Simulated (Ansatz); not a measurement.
**BiBr₃: one species, many methods**

Aim: compute BiBr₃ with functionals from several rungs and with coupled cluster. The yardstick is the atomisation energy at the CCSD(T) limit.

The runs use Ansatz 0.2.0, Gaussian basis; functionals in def2-TZVPP, the program's frozen cores in correlated methods.

Plan: LDA (SPW92), PBE-D4, revPBE-D4, BLYP-D4, r2SCAN-D4, B97M-V, PBE0-D4, B3LYP-D4, r2SCANh-D4, r2SCAN0-D4, HSE06-D4, BHLYP-D4, CAM-B3LYP-D4, LC-ωPBE, ωB97X-V, ωB97M-V, B2PLYP, PBE-QIDH; CCSD(T)/def2-SVP; CCSD(T)/def2-TZVPP; MP2/def2-QZVPP; extrapolation to the limit; RPA on PBE.

**1. Structure used throughout**

All runs share one geometry, relaxed beforehand with PBE0-D4 in a triple-zeta def2 set. Bi takes the def2 core potential; no spin-orbit term is included.

SMILES `[Br][Bi]([Br])[Br]`, 4 atoms, charge 0, spin multiplicity 1.

Atoms are counted from 1 here; the program's logs count them from 0.

Bond lengths: Br1–Bi2 2.582 Å, Bi2–Br3 2.582 Å, Bi2–Br4 2.582 Å. Angles: Br1–Bi2–Br3 98.9°, Br1–Bi2–Br4 98.9°, Br3–Bi2–Br4 98.9°.

**2. LDA**

This LDA is Slater exchange with PW92 correlation.

in.yaml

```yaml
crystal:
  periodic: [false, false, false]
  atoms:
    - {symbol: Br, position_ang: [0.309492, 0.707060, 2.152363]}
    - {symbol: Bi, position_ang: [-0.855725, -0.346750, 0.103315]}
    - {symbol: Br, position_ang: [1.036881, -1.926708, -0.663916]}
    - {symbol: Br, position_ang: [-0.490648, 1.566408, -1.591772]}
basis:
  gaussian: {orbitals: def2-TZVPP}
hamiltonian: {xc: lda}
output: {orbitals: {seedname: orbitals}}
```

On the command line:

```sh
> ansatz run in.yaml --threads 2 --pin off --events-out ev --progress --plain --max-ram 22528MiB --backend cpu
```

The runs that follow: PBE-D4 (GGA); revPBE-D4 (GGA); BLYP-D4 (GGA); r2SCAN-D4 (meta-GGA); B97M-V (meta-GGA); PBE0-D4 (hybrid); B3LYP-D4 (hybrid); r2SCANh-D4 (hybrid); r2SCAN0-D4 (hybrid); HSE06-D4 (hybrid); BHLYP-D4 (hybrid); CAM-B3LYP-D4 (range-separated); LC-ωPBE (range-separated); ωB97X-V (range-separated); ωB97M-V (range-separated); B2PLYP (double hybrid); PBE-QIDH (double hybrid); CCSD(T) in def2-SVP; CCSD(T) in def2-TZVPP; MP2 in def2-QZVPP; RPA on PBE orbitals.

Before running them: what should the planned runs give, taken together? Wanted: atomisation energy, CCSD(T)/CBS; farthest beyond LDA; mean size of error, GGA; mean size of error, meta-GGA; mean size of error, hybrid; mean size of error, range-separated; mean size of error, double hybrid; gap, smallest and largest; T1 diagnostic.

As calculated:

```
                               quantity                                    value
        atomisation energy, CCSD(T)/CBS                             839.5 kJ/mol
  functionals within 8.4 kJ/mol (1.0 %)  revPBE-D4, r2SCAN-D4, PBE0-D4, HSE06-D4
                    farthest beyond LDA                  LC-ωPBE (-101.4 kJ/mol)
                mean size of error, GGA                              19.6 kJ/mol
           mean size of error, meta-GGA                               9.1 kJ/mol
             mean size of error, hybrid                              27.5 kJ/mol
    mean size of error, range-separated                              54.2 kJ/mol
      mean size of error, double hybrid                              44.9 kJ/mol
              gap, smallest and largest    3.78 eV (BLYP-D4), 10.00 eV (LC-ωPBE)
                          T1 diagnostic                                   0.0100
triples share of the correlation energy                                    3.3 %
```

In words: The LDA atomisation energy is off by 194.1 kJ/mol (23 %): it overbinds. PBE-D4 is off by +45.2 kJ/mol. Double hybrids carry the basis error of their MP2 part in triple zeta, and no dispersion term here, so their miss is partly the set-up's. Taken by rung, meta-GGA functionals do best (9.1 kJ/mol on average) and range-separated ones worst beyond LDA (54.2 kJ/mol). RPA and LDA stand outside this count. Misses under about 8.4 kJ/mol are within the doubt on the reference itself, which lacks core-valence correlation, spin-orbit coupling and higher excitations, and its outer-core shells are covered unevenly. All levels share the lack of spin-orbit coupling, which lowers the free heavy atoms and so the true binding. Hartree-Fock recovers 51 % of the binding; the rest is correlation. CCSD(T) in def2-SVP is off by -186.0 kJ/mol, so the small basis spoils what the method gains. The gap grows from 3.8 to 10.0 eV across the functionals, mostly with the share of exact exchange. Correlated methods include outer-core shells of Bi, Br, which these sets cover unevenly.
